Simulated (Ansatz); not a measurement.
# GeNH3+ (doublet): inputs that go wrong

4 inputs are run for GeNH3+ (doublet) as typed; the log has to tell whether the result can be used and what must change.

The runs use Ansatz 0.2.0, Gaussian basis; the settings change from run to run.

20 further runs of the same task are left out: 1 for a known fault of the program, 8 that didn't finish, 11 set aside as unsound or not needed.

### 1 What is computed

The geometry is a PBE0/def2-TZVP stationary point (not a proven minimum) of the parent state, kept for this charge and spin. No spin-orbit coupling is included. The filled d shell of Ge may be among the frozen orbitals whatever the setting's name suggests; the logs give the count.

5 atoms, charge 1, spin multiplicity 2.

Atoms are counted from 1 here; the program's logs count them from 0.

Bond lengths: Ge1–N2 1.848 Å, Ge1–H3 1.560 Å, N2–H4 1.011 Å, N2–H5 1.011 Å. Angles: N2–Ge1–H3 112.8°, Ge1–N2–H4 116.0°, Ge1–N2–H5 116.0°, H4–N2–H5 109.5°.

### 2 Input 1

in.yaml reads:

```yaml
crystal:
  periodic: [false, false, false]
  atoms:
    - {symbol: Ge, position_ang: [0.000000, 0.044402, 0.330415]}
    - {symbol: N, position_ang: [0.000000, -0.159538, -1.505832]}
    - {symbol: H, position_ang: [0.000001, -1.318371, 1.090661]}
    - {symbol: H, position_ang: [0.825986, 0.167726, -1.988690]}
    - {symbol: H, position_ang: [-0.825986, 0.167724, -1.988690]}
basis:
  gaussian: {orbitals: cc-pVDZ}
total_charge: 1
magnetization: {spin_polarized: false, initial_magnetization: 1}
hamiltonian: {pseudopotentials: {relativity: scalar}}
correlation: {active_space: {window: {electrons: 3, orbitals: 2}, states: [{multiplicity: 2, weights: [0.5, 1, 0.5]}]}}
accuracy: high
scf: {lower_state_search: off}
```

The run is started by

```
> ansatz run in.yaml --threads 1 --pin off --events-out ev --progress --plain --max-ram 2393MiB
```

Standard output:

```text
Functional definition: HF
  name "HF"
  cite "Fock, Z. Phys. 61, 126 (1930) doi:10.1007/BF01340294"
  parent pbe
  exchange = exact_x
  correlation = 0
these checks for a lower state are left out or cut short: stability, starts, cluster_reference, orbital_swaps, neighbouring_geometries, increment
1223 factors; integrals over basis functions are off by at most 4.4e-9 eV
mean field evaluation 1: about -58452.2696 eV, gradient 5.5e1 eV
mean field evaluation 2: about -58452.2754 eV, gradient 5.5e1 eV
mean field evaluation 4: about -58459.4844 eV, gradient 8.6e0 eV
mean field evaluation 8: about -58459.7917 eV, gradient 3.6e-1 eV
mean field evaluation 16: about -58459.7944 eV, gradient 9.0e-8 eV
mean field -58459.79441555 eV, -2148.3578192998 hartree, gradient 9.0e-8 eV, S^2 0.750000; 0 other end points of the search recorded, 0 dependent functions left out
reference -58459.79441555 eV, -2148.3578192998 hartree; 21, 20 occupied and 35, 36 virtual orbitals, 1223 factors
Error: 3 states are sought, and the space of determinants holds 2 states of this symmetry and spin
```

Wall time 1.5 s (1 thread of Arm Neoverse V1, shared host).

What is wrong: The run stopped with an error. It says: «3 states are sought, and the space of determinants holds 2 states of this symmetry and spin». Cure: ask for fewer states or enlarge the space.

### 3 Input 2

in.yaml reads:

```yaml
crystal:
  periodic: [false, false, false]
  atoms:
    - {symbol: Ge, position_ang: [0.000000, 0.044402, 0.330415]}
    - {symbol: N, position_ang: [0.000000, -0.159538, -1.505832]}
    - {symbol: H, position_ang: [0.000001, -1.318371, 1.090661]}
    - {symbol: H, position_ang: [0.825986, 0.167726, -1.988690]}
    - {symbol: H, position_ang: [-0.825986, 0.167724, -1.988690]}
basis:
  gaussian: {orbitals: "6-31G*"}
total_charge: 1
magnetization: {spin_polarized: false, initial_magnetization: 1}
correlation: {method: fic_mrcisd_q, electrons: valence, active_space: {window: {electrons: 3, orbitals: 3}, places: [1, 2]}}
```

Launched as before.

Standard output:

```text
Error: invalid value for `correlation.active_space`: name one of window, places and ras
```

Wall time 0.03 s (1 thread of Arm Neoverse V1, shared host).

Diagnosis: The run was refused. The active space is defined twice. To mend it, keep one definition.

### 4 Input 3

in.yaml reads:

```yaml
crystal:
  periodic: [false, false, false]
  atoms:
    - {symbol: Ge, position_ang: [0.000000, 0.044402, 0.330415]}
    - {symbol: N, position_ang: [0.000000, -0.159538, -1.505832]}
    - {symbol: H, position_ang: [0.000001, -1.318371, 1.090661]}
    - {symbol: H, position_ang: [0.825986, 0.167726, -1.988690]}
    - {symbol: H, position_ang: [-0.825986, 0.167724, -1.988690]}
basis:
  gaussian: {orbitals: cc-pVDZ}
total_charge: 1
magnetization: {spin_polarized: false, initial_magnetization: 1}
correlation: {method: fic_mrcisd_q, electrons: outside_noble_gas, active_space: {window: {electrons: 3, orbitals: 3}, states: [{multiplicity: 2, weights: [1, 1]}], root: 2}}
```

Launched as before.

Standard output:

```text
Error: the active space averages no state 2, counted from zero
```

Run time: 0.03 s. Hardware: 1 thread of Arm Neoverse V1, shared host.

What is wrong: The run was refused. The root asked for lies beyond the states averaged. Fix: average more states or name a lower root.

### 5 Input 4

in.yaml reads:

```yaml
crystal:
  periodic: [false, false, false]
  atoms:
    - {symbol: Ge, position_ang: [0.000000, 0.023498, 0.174856]}
    - {symbol: N, position_ang: [0.000000, -0.084428, -0.796886]}
    - {symbol: H, position_ang: [0.000001, -0.697682, 0.577178]}
    - {symbol: H, position_ang: [0.437112, 0.088761, -1.052415]}
    - {symbol: H, position_ang: [-0.437112, 0.088760, -1.052415]}
basis:
  gaussian: {orbitals: cc-pVDZ}
total_charge: 1
magnetization: {spin_polarized: false, initial_magnetization: 1}
correlation: {method: bccd, electrons: outside_noble_gas}
output: {forces: true}
```

Launched as before.

Standard output, cut to the lines that bear on the results:

```text
Functional definition: HF
  name "HF"
  cite "Fock, Z. Phys. 61, 126 (1930) doi:10.1007/BF01340294"
  parent pbe
[...]
598 factors; integrals over basis functions are off by at most 4.6e-4 eV
[...]
mean field -57889.05048940 eV, -2127.3833668777 hartree, gradient 2.9e-6 eV, S^2 0.750000; 6 other end points of the search recorded, 0 dependent functions left out
[...]
determinant -57889.05048940 eV, -2127.3833668777 hartree, with singles and doubles -57894.86903331 eV, -2127.5971944226 hartree
determinant -57888.04524796 eV, -2127.3464249362 hartree, with singles and doubles -57894.10109259 eV, -2127.5689731216 hartree
15 core orbitals not correlated: weight in the atoms' cores, before any rotation towards them, 0.895 or more for the frozen orbitals, at most 0.079 for the correlated occupied ones
reference -57889.05048940 eV, -2127.3833668777 hartree; 6, 5 occupied and 35, 36 virtual orbitals, 598 factors
second order -5.25478320 eV of doubles, -0.03137143 eV of singles
cycle   1  -5.82483056 eV  change   -2.8e-1 eV  update   1.3e-2
[...]
cycle  11  -5.83265396 eV  change    5.9e-8 eV  update   2.9e-7
[...]
Total energy: -57894.88314335 eV, -2127.5977129570 hartree
Atom 0 at     0.000000     0.023498     0.174856 Å, force    -0.000105    92.067051   213.295351 eV/Å
Atom 1 at     0.000000    -0.084428    -0.796886 Å, force     0.000122  -103.658454  -117.158126 eV/Å
Atom 2 at     0.000001    -0.697682     0.577178 Å, force     0.000087   -70.847616    44.910529 eV/Å
Atom 3 at     0.437112     0.088761    -1.052415 Å, force   106.506835    41.219638   -70.523881 eV/Å
Atom 4 at    -0.437112     0.088760    -1.052415 Å, force  -106.506938    41.219381   -70.523874 eV/Å
Dipole moment:    -0.000000     0.024828    -0.421975 e Å
```

Wall time 8 s (1 thread of Arm Neoverse V1, shared host).

What is wrong: The run converged, which proves nothing about the input. The coordinates are scaled by the bohr-ångström factor. The shortest distance is 0.54 Å, against 1.01 Å in the geometry of step 1. Its energy belongs to another geometry. Cure: restore the coordinates in ångström.

### 6 How the runs ended

```csv
input,level,ended,cause,time
1,"CASSCF(3,2)/cc-pVDZ",stopped by an error,"3 states are sought, and the space of determinants holds 2 states of this symmetry and spin",1.5 s
2,"MRCISD+Q(3,3)/6-31G*",refused,the active space is defined twice,0.03 s
3,"MRCISD+Q(3,3)/cc-pVDZ",refused,the root asked for lies beyond the states averaged,0.03 s
4,BCCD on ROHF/cc-pVDZ,converged,the coordinates are scaled by the bohr-ångström factor,8 s
```

1 stopped by an error, 2 refused, 1 converged. The input that converges on a wrong geometry or spin is the dangerous one: no error points at it, so geometry and ⟨S²⟩ have to be checked.
